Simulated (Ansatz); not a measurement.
# C2H6GeSi: basis-set convergence

One table from this session's results is given with a row withheld; the runs are named, their logs left out.

Computed with Ansatz 0.2.0, Gaussian basis. Level: one geometry, several basis sets.

The runs, in order: PBE0-D4/def2-SVP; ωB97M-V/def2-SVP; PBE0-D4/def2-QZVPP; ωB97M-V/def2-QZVPP; the functionals' def2-TZVPP values are taken from earlier runs.

### The relaxed structure

All runs share one geometry, relaxed beforehand with PBE0-D4 in a triple-zeta def2 set.

SMILES `[SiH3]C#[C][GeH3]`, 10 atoms, charge 0, spin multiplicity 1.

Atoms are counted from 1 here; the program's logs count them from 0.

Bond lengths: Si1–C2 1.823 Å, Si1–H5 1.484 Å, Si1–H6 1.484 Å, Si1–H7 1.484 Å, C2–C3 1.213 Å, C3–Ge4 1.902 Å, Ge4–H8 1.533 Å, Ge4–H9 1.533 Å, Ge4–H10 1.533 Å. Angles: C2–Si1–H5 109.4°, C2–Si1–H6 109.4°, C2–Si1–H7 109.3°, H5–Si1–H6 109.6°, H5–Si1–H7 109.6°, H6–Si1–H7 109.6°, Si1–C2–C3 179.9°, C2–C3–Ge4 179.8°, C3–Ge4–H8 108.6°, C3–Ge4–H9 108.6°, C3–Ge4–H10 108.5°, H8–Ge4–H9 110.4°, H8–Ge4–H10 110.4°, H9–Ge4–H10 110.4°.

Set-up of the first run:

Input file in.yaml:

```yaml
crystal:
  periodic: [false, false, false]
  atoms:
    - {symbol: Si, position_ang: [-1.195462, 1.664498, -1.346818]}
    - {symbol: C, position_ang: [-0.307495, 0.425381, -0.346914]}
    - {symbol: C, position_ang: [0.285719, -0.398714, 0.317392]}
    - {symbol: Ge, position_ang: [1.220909, -1.687097, 1.357329]}
    - {symbol: H, position_ang: [-2.005245, 0.974227, -2.380688]}
    - {symbol: H, position_ang: [-2.086352, 2.460623, -0.467262]}
    - {symbol: H, position_ang: [-0.212986, 2.562255, -2.002524]}
    - {symbol: H, position_ang: [0.755857, -3.085839, 0.936943]}
    - {symbol: H, position_ang: [0.905398, -1.442516, 2.837231]}
    - {symbol: H, position_ang: [2.722857, -1.524118, 1.098212]}
basis:
  gaussian: {orbitals: def2-SVP}
hamiltonian: {xc: pbe0, dispersion: d4}
output: {orbitals: {seedname: orbitals}}
```

On the command line:

```sh
$ ansatz run in.yaml --threads 4 --pin off --events-out ev --progress --plain --max-ram 10444MiB
```

Steps of the session up to this table: PBE0-D4 in def2-SVP; ωB97M-V in def2-SVP; PBE0-D4 in def2-QZVPP; ωB97M-V in def2-QZVPP.

One table of the session follows, with a row left open; its other results are not shown here.

It belongs to the step «Functionals by basis». 

| functional | basis | HOMO (eV) | LUMO (eV) |
| --- | --- | --- | --- |
| PBE0-D4 | def2-SVP | -8.05 | -0.34 |
| PBE0-D4 | def2-TZVPP | -8.09 | -0.45 |
| PBE0-D4 | def2-QZVPP | ? | ? |
| ωB97M-V | def2-SVP | -10.21 | 1.72 |
| ωB97M-V | def2-TZVPP | -10.29 | 1.54 |
| ωB97M-V | def2-QZVPP | -10.29 | 1.47 |

Estimate the missing values for PBE0-D4, def2-QZVPP.

As computed: HOMO (eV): -8.09; LUMO (eV): -0.48.
